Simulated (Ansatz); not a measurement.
# AlGaSiH+ (triplet): from Hartree-Fock to the top rungs, cc-pVDZ

One table from this session's results is given with a row withheld; the runs are named, their logs left out.

Program: Ansatz 0.2.0, Gaussian basis. Level of theory: cc-pVDZ, core rule «outside noble gas», up to 24 orbitals frozen. These are calculated values, not measurements.

To be run: UHF; CCSD(T) on ROHF; CCSD(T) on UHF; BCCD(T) on ROHF; CISD; CCSDT(Q) on ROHF; CCSDT(Q) on UHF.

29 further runs of the same task are left out: 2 for a known fault of the program, 17 that didn't finish, 10 set aside as unsound or not needed.

### The geometry

The geometry is a PBE0/def2-TZVP stationary point (not a proven minimum) of the parent state, kept for this charge and spin. No spin-orbit coupling is included. The filled d shell of Ga may be among the frozen orbitals whatever the setting's name suggests; the logs give the count.

4 atoms, charge 1, spin multiplicity 3.

Atoms are counted from 1 here; the program's logs count them from 0.

Bond lengths: Ga1–Al2 2.642 Å, Ga1–H4 1.921 Å, Al2–Si3 2.391 Å, Al2–H4 1.811 Å. Angles: Al2–Ga1–H4 43.3°, Ga1–Al2–Si3 171.6°, Ga1–Al2–H4 46.7°, Si3–Al2–H4 125.0°, Ga1–H4–Al2 90.1°.

The first run:

in.yaml reads:

```yaml
crystal:
  periodic: [false, false, false]
  atoms:
    - {symbol: Ga, position_ang: [-0.000001, -0.279644, 2.283217]}
    - {symbol: Al, position_ang: [0.000001, -0.438476, -0.354113]}
    - {symbol: Si, position_ang: [-0.000002, -0.232433, -2.736259]}
    - {symbol: H, position_ang: [0.000003, 0.950553, 0.807155]}
basis:
  gaussian: {orbitals: cc-pVDZ}
total_charge: 1
magnetization: {spin_polarized: true, initial_magnetization: 2}
hamiltonian: {xc: hf}
output: {orbitals: {seedname: orbitals}}
```

Run with:

```bash
$ ansatz run in.yaml --threads 1 --pin off --events-out ev --progress --plain --max-ram 2393MiB
```

Among the steps run: UHF; CCSD(T) on ROHF; CCSD(T) on UHF; BCCD(T) on ROHF; CISD; CCSDT(Q) on ROHF; CCSDT(Q) on UHF.

One of the session's tables, all rows but one given; the rest of the session is left out.

| method | from RCCSDT(Q) (meV) |
| --- | --- |
| ROHF | +5806.9 |
| UHF | ? |
| RMP2 | +1734.0 |
| UMP2 | +1808.7 |
| CISD | +990.8 |
| RCCSD | +365.1 |
| UCCSD | +363.9 |
| RCCSD(T) | +120.5 |
| UCCSD(T) | +132.1 |
| BCCD(T) | +113.7 |
| RCCSDT | +30.0 |
| UCCSDT | +31.7 |
| RCCSDT(Q) | 0 |
| UCCSDT(Q) | +3.0 |

**Question.** Estimate the row for UHF.

As computed: from RCCSDT(Q) (meV): +5445.0. In the column «from RCCSDT(Q) (meV)» it lies between UMP2 (+1808.7) and ROHF (+5806.9).

To keep in mind: Warnings: spin contamination; large T1 diagnostic. Restricted and unrestricted rows rest on different reference determinants; where their highest levels disagree by more than a few hundredths of an eV, they describe different states and don't form one ladder.
